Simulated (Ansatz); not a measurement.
# CH7ClSi2: up Jacob's ladder to CCSD(T)

An exercise on one series of results from a longer session: the logs are not shown, and one member is left open.

The runs use Ansatz 0.2.0, Gaussian basis; functionals in def2-TZVPP, the program's frozen cores in correlated methods.

The runs, in order: PBE-D4, r2SCAN-D4, PBE0-D4, B3LYP-D4, ωB97X-V, ωB97M-V, B2PLYP; CCSD(T)/def2-TZVPP; MP2/def2-QZVPP; extrapolation to the limit.

## The geometry

All runs share one geometry, relaxed beforehand with PBE0-D4 in a triple-zeta def2 set.

SMILES `[SiH3]C[SiH2]Cl`, 11 atoms, charge 0, spin multiplicity 1.

Atoms are counted from 1 here; the program's logs count them from 0.

Bond lengths: Si1–C2 1.878 Å, Si1–H5 1.484 Å, Si1–H6 1.487 Å, Si1–H7 1.487 Å, C2–Si3 1.857 Å, C2–H8 1.095 Å, C2–H9 1.097 Å, Si3–Cl4 2.061 Å, Si3–H10 1.483 Å, Si3–H11 1.483 Å. Angles: C2–Si1–H5 110.6°, C2–Si1–H6 110.0°, C2–Si1–H7 109.9°, H5–Si1–H6 108.8°, H5–Si1–H7 109.0°, H6–Si1–H7 108.5°, Si1–C2–Si3 115.3°, Si1–C2–H8 109.1°, Si1–C2–H9 108.6°, Si3–C2–H8 109.3°, Si3–C2–H9 107.1°, H8–C2–H9 107.1°, C2–Si3–Cl4 109.9°, C2–Si3–H10 112.0°, C2–Si3–H11 110.6°, Cl4–Si3–H10 107.1°, Cl4–Si3–H11 107.4°, H10–Si3–H11 109.7°.

The first run:

File in.yaml:

```yaml
crystal:
  periodic: [false, false, false]
  atoms:
    - {symbol: Si, position_ang: [-0.643021, 1.449653, 0.240401]}
    - {symbol: C, position_ang: [0.355475, -0.071787, 0.703786]}
    - {symbol: Si, position_ang: [0.341659, -1.441397, -0.549618]}
    - {symbol: Cl, position_ang: [0.947225, -0.719382, -2.382632]}
    - {symbol: H, position_ang: [0.033313, 2.208334, -0.840624]}
    - {symbol: H, position_ang: [-0.796925, 2.336745, 1.424313]}
    - {symbol: H, position_ang: [-1.996045, 1.044001, -0.225550]}
    - {symbol: H, position_ang: [1.389735, 0.225460, 0.904850]}
    - {symbol: H, position_ang: [-0.049191, -0.484669, 1.636140]}
    - {symbol: H, position_ang: [1.271724, -2.537692, -0.184885]}
    - {symbol: H, position_ang: [-1.028649, -1.982367, -0.717981]}
basis:
  gaussian: {orbitals: def2-TZVPP}
hamiltonian: {xc: pbe, dispersion: d4}
output: {forces: true, orbitals: {seedname: orbitals}}
```

Launch:

```sh
$ ansatz run in.yaml --threads 4 --pin off --events-out ev --progress --plain --max-ram 10444MiB
```

Steps of the session up to this table: PBE-D4 (GGA); r2SCAN-D4 (meta-GGA); PBE0-D4 (hybrid); B3LYP-D4 (hybrid); ωB97X-V (range-separated); ωB97M-V (range-separated); B2PLYP (double hybrid); CCSD(T) in def2-TZVPP; MP2 in def2-QZVPP.

One table of the session follows, with a row left open; its other results are not shown here.

```
            method  atomisation energy (eV)
            PBE-D4                   36.945
         r2SCAN-D4                   37.176
           PBE0-D4                   36.885
          B3LYP-D4                   37.030
           ωB97X-V                   37.404
           ωB97M-V                   37.277
            B2PLYP                   36.598
     HF/def2-TZVPP                   28.638
    MP2/def2-TZVPP                   36.362
   CCSD/def2-TZVPP                   35.929
CCSD(T)/def2-TZVPP                   36.291
           MP2/CBS                   37.289
       CCSD(T)/CBS                        ?
```

**Question.** Estimate the row for CCSD(T)/CBS.

**Answer.** atomisation energy (eV): 37.218. In the column «atomisation energy (eV)» it lies between r2SCAN-D4 (37.176) and ωB97M-V (37.277).
